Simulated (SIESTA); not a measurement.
Crystal: In3As.

```
In As
1.0
     4.67168    0.00000    0.00000
     0.00000    4.67168    0.00000
     0.00000    0.00000    4.67168
In As
3 1
Cartesian
  2.3358 2.3358 0.0000
  2.3358 0.0000 2.3358
  0.0000 2.3358 2.3358
  0.0000 0.0000 0.0000
```

The cell comes from a database or a generator and needn't be the stable form of this composition.

- Program: SIESTA 5.4.2
- Task: single point
- Functional: PBE
- Potentials or basis: PseudoDojo 0.4 standard (PBE files)
- Basis: DZP (energy shift 0.003 Ry; two zetas on semicore shells)
- Grid cutoff: 500 Ry
- Energy shift: 0.003 Ry
- k mesh: 6 × 6 × 6
- Occupations: fermi-dirac, width 0.05 eV
- Spin: no spin polarisation

On this cell: pressure 1.5 GPa; largest force zero by symmetry; band gap on the k mesh none (metal or under the smearing width).

The same run follows on a disturbed copy (atoms moved at random, drawn with an rms of 0.05 Å):

```
In As
1.0
     4.67168    0.00000    0.00000
     0.00000    4.67168    0.00000
     0.00000    0.00000    4.67168
In As
3 1
Direct
  0.50287 0.49799 0.99110
  0.49374 0.98827 0.49555
  0.99021 0.49748 0.51025
  0.99893 0.00834 0.99706
```

Q: What does the disturbed cell give?

A: The energy (extrapolated to zero smearing) moves by +1.9 meV/atom; pressure 1.5 GPa; largest force 0.200 eV/Å; band gap on the k mesh none (metal or under the smearing width).

Forces on the atoms (eV/Å):
```
In  -0.081 -0.066  0.171
In  -0.042  0.068 -0.077
In   0.092 -0.062 -0.137
As   0.031  0.060  0.044
```

Stress tensor (GPa, compression positive):
```
 1.56 -0.04 -0.05
-0.04  1.50 -0.04
-0.05 -0.04  1.56
```

Caveats: the basis of atomic orbitals isn't converged, which shifts pressures, moduli and gaps.
